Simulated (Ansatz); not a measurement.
Working through vertical energies of changing the electron count of BrCl2FSi, SMILES F[Si](Cl)(Cl)Br

Program: Ansatz 0.2.0, Python API.

Input file `brcl2fsi.xyz`:
```text
5

F     1.11820   -0.95670    0.98480
Si    0.05330   -0.07410    0.06110
Cl   -1.62720    0.45070    1.13370
Cl   -0.55130   -1.21810   -1.48130
Br    1.05690    1.72470   -0.73980
```

The cells in order, each with its output:

```python
import ansatz as az
```

```python
def single_point(molecule, charge=0, unpaired=0):
    calc = (
        molecule.calculation()
        .basis(gaussian="def2-SVPD")
        .functional("PBE0", dispersion="d3bj")
    )
    if charge:
        calc = calc.charge(charge)
    if unpaired:
        calc = calc.spin("collinear", total=unpaired)
    return calc.run(threads=1).report["free_energy_ev"]

geometry = az.Crystal.molecule_from_extxyz("brcl2fsi.xyz")

parent = single_point(geometry, 0, 0)
cation = single_point(geometry, 1, 1)
print(f"E(N)   = {parent:.5f} eV")
print(f"E(N-1) = {cation:.5f} eV  (1 unpaired)")
print(f"vertical ionisation energy {cation - parent:.3f} eV")
anion = single_point(geometry, -1, 1)
print(f"E(N+1) = {anion:.5f} eV  (1 unpaired)")
print(f"vertical electron affinity {parent - anion:.3f} eV" + ("" if anion < parent else " (unbound in this basis)"))
print(f"fundamental gap IP - EA = {cation + anion - 2 * parent:.3f} eV")
```

    E(N)   = -105649.47856 eV
    E(N-1) = -105638.09212 eV  (1 unpaired)
    vertical ionisation energy 11.386 eV
    E(N+1) = -105649.33130 eV  (1 unpaired)
    vertical electron affinity -0.147 eV (unbound in this basis)
    fundamental gap IP - EA = 11.534 eV

At this unrelaxed geometry removing an electron costs 11.39 eV and an added one is unbound in this basis (by 0.15 eV).

Caveats:
- Total energies depend on the basis set; only differences at equal settings carry meaning.
- The geometry is a force-field or estimated start, not a minimum of this method, and the basis set is short of its limit. All parts are taken at fixed geometry, without zero-point energy. At an unrelaxed start these energies can be a whole eV from those at the minimum, and a small affinity can change sign.
- A negative electron affinity means that the anion is unbound here; its size hangs on the basis and tends to about zero as the basis grows, and so does its part in any gap built on it.
- Hardware and time: 35 s on 1 thread of Intel(R) Xeon(R) 6975P-C (Granite Rapids), with other jobs on the host, peak memory 0.65 GiB.

(Lines on the test bed's own set-up are left out of the output.)
